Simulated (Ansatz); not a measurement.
# F3H3SiSn: one species, many methods

One table from this session's results is given with a row withheld; the runs are named, their logs left out.

The runs use Ansatz 0.2.0, Gaussian basis; functionals in def2-TZVPP, the program's frozen cores in correlated methods.

The runs, in order: LDA (SPW92), PBE-D4, revPBE-D4, BLYP-D4, r2SCAN-D4, B97M-V, PBE0-D4, B3LYP-D4, r2SCANh-D4, r2SCAN0-D4, HSE06-D4, BHLYP-D4, CAM-B3LYP-D4, LC-ωPBE, ωB97X-V, ωB97M-V, B2PLYP, PBE-QIDH; CCSD(T)/def2-SVP; CCSD(T)/def2-TZVPP; MP2/def2-QZVPP; extrapolation to the limit; RPA on PBE.

### Structure used throughout

The geometry comes from an earlier relaxation with PBE0-D4 in a triple-zeta def2 set; it is a stationary point, not always the lowest conformer. Sn takes the def2 core potential; no spin-orbit term is included.

SMILES `[F][Sn]([F])([F])[SiH3]`, 8 atoms, charge 0, spin multiplicity 1.

Atoms are counted from 1 here; the program's logs count them from 0.

Bond lengths: F1–Sn2 1.903 Å, Sn2–F3 1.903 Å, Sn2–F4 1.903 Å, Sn2–Si5 2.561 Å, Si5–H6 1.480 Å, Si5–H7 1.480 Å, Si5–H8 1.479 Å. Angles: F1–Sn2–F3 103.4°, F1–Sn2–F4 103.4°, F1–Sn2–Si5 115.2°, F3–Sn2–F4 103.4°, F3–Sn2–Si5 114.9°, F4–Sn2–Si5 115.0°, Sn2–Si5–H6 106.5°, Sn2–Si5–H7 106.3°, Sn2–Si5–H8 106.6°, H6–Si5–H7 112.3°, H6–Si5–H8 112.3°, H7–Si5–H8 112.3°.

The first run:

Input file in.yaml:

```yaml
crystal:
  periodic: [false, false, false]
  atoms:
    - {symbol: F, position_ang: [0.165321, -2.193803, 1.388339]}
    - {symbol: Sn, position_ang: [0.794549, -0.774830, 0.288002]}
    - {symbol: F, position_ang: [2.267690, -0.076192, 1.269180]}
    - {symbol: F, position_ang: [1.622539, -1.679641, -1.166775]}
    - {symbol: Si, position_ang: [-0.973159, 0.954125, -0.376964]}
    - {symbol: H, position_ang: [-1.479056, 1.542121, 0.882911]}
    - {symbol: H, position_ang: [-0.282167, 1.951025, -1.224188]}
    - {symbol: H, position_ang: [-2.023615, 0.220095, -1.116306]}
basis:
  gaussian: {orbitals: def2-TZVPP}
hamiltonian: {xc: lda}
output: {orbitals: {seedname: orbitals}}
```

Steps of the session up to this table: LDA; PBE-D4 (GGA); revPBE-D4 (GGA); BLYP-D4 (GGA); r2SCAN-D4 (meta-GGA); B97M-V (meta-GGA); PBE0-D4 (hybrid); B3LYP-D4 (hybrid); r2SCANh-D4 (hybrid); r2SCAN0-D4 (hybrid); HSE06-D4 (hybrid); BHLYP-D4 (hybrid); CAM-B3LYP-D4 (range-separated); LC-ωPBE-D4 (range-separated; the results give it without D4); ωB97X-V (range-separated); ωB97M-V (range-separated); B2PLYP (double hybrid); PBE-QIDH (double hybrid).

One table of the session follows, with a row left open; its other results are not shown here.

It belongs to the step «Orbital energies across the functionals». 

```
  functional  HOMO (eV)  LUMO (eV)  gap (eV)
 LDA (SPW92)      -8.46      -3.24      5.22
      PBE-D4      -8.25      -2.90      5.35
   revPBE-D4      -8.17      -2.77      5.41
     BLYP-D4          ?          ?         ?
   r2SCAN-D4      -8.60      -2.62      5.99
      B97M-V      -8.68      -2.69      5.99
     PBE0-D4      -9.62      -1.97      7.64
    B3LYP-D4      -9.40      -2.28      7.12
  r2SCANh-D4      -9.11      -2.29      6.82
  r2SCAN0-D4      -9.85      -1.81      8.05
    HSE06-D4      -9.22      -2.34      6.88
    BHLYP-D4     -10.83      -1.02      9.81
CAM-B3LYP-D4     -10.92      -0.99      9.93
     LC-ωPBE     -12.15       0.29     12.44
     ωB97X-V     -11.84       0.19     12.02
     ωB97M-V     -11.69      -0.04     11.65
```

**Question.** Estimate the row for BLYP-D4.

Worked estimate for «HOMO (eV)». Against the share of exact exchange, B3LYP-D4 (0.2, -9.40), BHLYP-D4 (0.5, -10.83) give a slope of -4.77 per unit share; at 0 the line stands at -8.45.

**Answer.** HOMO (eV): -8.14; LUMO (eV): -2.84; gap (eV): 5.30. In «HOMO (eV)» the line misses by -0.31.
